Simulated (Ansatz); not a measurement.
**AlGeH+ (quartet): the correlation ladder, cc-pVDZ**

An exercise on one series of results from a longer session: the logs are not shown, and one member is left open.

The runs use Ansatz 0.2.0, Gaussian basis; cc-pVDZ, core rule «outside noble gas», up to 19 orbitals frozen.

The runs, in order: UHF; CCSD(T) on ROHF; CCSD(T) on UHF; BCCD(T) on ROHF; CISD; CCSDT(Q) on ROHF; CCSDT(Q) on UHF; CASSCF and MRCISD+Q, 7 electrons in 9 orbitals; CASSCF and NEVPT2, 7 electrons in 9 orbitals.

24 further runs of the same task are left out: 2 for a known fault of the program, 8 that didn't finish, 14 set aside as unsound or not needed.

**The system**

The geometry is a PBE0/def2-TZVP stationary point (not a proven minimum) of the parent state, kept for this charge and spin. No spin-orbit coupling is included. The filled d shell of Ge may be among the frozen orbitals whatever the setting's name suggests; the logs give the count.

3 atoms, charge 1, spin multiplicity 4.

Atoms are counted from 1 here; the program's logs count them from 0.

Bond lengths: Ge1–Al2 2.388 Å, Al2–H3 1.601 Å. Angles: Ge1–Al2–H3 180.0°.

As a file:

```xyz
3

Ge    0.0000    0.0000    2.1260
Al    0.0000    0.0000   -0.2625
H     0.0000    0.0000   -1.8635
```

The first run:

The input, in.yaml:

```yaml
crystal:
  periodic: [false, false, false]
  atoms:
    - {symbol: Ge, position_ang: [0.000000, 0.000000, 2.125993]}
    - {symbol: Al, position_ang: [0.000000, 0.000000, -0.262451]}
    - {symbol: H, position_ang: [0.000000, 0.000000, -1.863543]}
basis:
  gaussian: {orbitals: cc-pVDZ}
total_charge: 1
magnetization: {spin_polarized: true, initial_magnetization: 3}
hamiltonian: {xc: hf}
output: {orbitals: {seedname: orbitals}}
```

Started as:

```console
ansatz run in.yaml --threads 1 --pin off --events-out ev --progress --plain --max-ram 2393MiB
```

Among the steps run: UHF; CCSD(T) on ROHF; CCSD(T) on UHF; BCCD(T) on ROHF; CISD; CCSDT(Q) on ROHF; CCSDT(Q) on UHF; CASSCF and MRCISD+Q, 7 electrons in 9 orbitals; CASSCF and NEVPT2, 7 electrons in 9 orbitals.

One table of the session follows, with a row left open; its other results are not shown here.

```
          method  from UCCSDT(Q) (meV)
            ROHF               +3258.9
             UHF               +3175.2
            RMP2                +860.6
            UMP2                +863.3
            CISD                +267.4
           RCCSD                     ?
           UCCSD                +151.7
        RCCSD(T)                 +55.7
        UCCSD(T)                 +42.7
         BCCD(T)                 +55.2
          RCCSDT                 +19.8
          UCCSDT                  +6.6
       RCCSDT(Q)                 +13.4
       UCCSDT(Q)                     0
  CASSCF valence               +1678.6
  NEVPT2 valence                +506.5
  MRCISD valence                 +92.6
MRCISD+Q valence                 +19.4
```

Q: Estimate the row for RCCSD from the others.

**Answer.** from UCCSDT(Q) (meV): +167.4. In the column «from UCCSDT(Q) (meV)» it lies between UCCSD (+151.7) and CISD (+267.4).

Caveats from the session: Restricted and unrestricted rows rest on different reference determinants; where their highest levels disagree by more than a few hundredths of an eV, they describe different states and don't form one ladder.
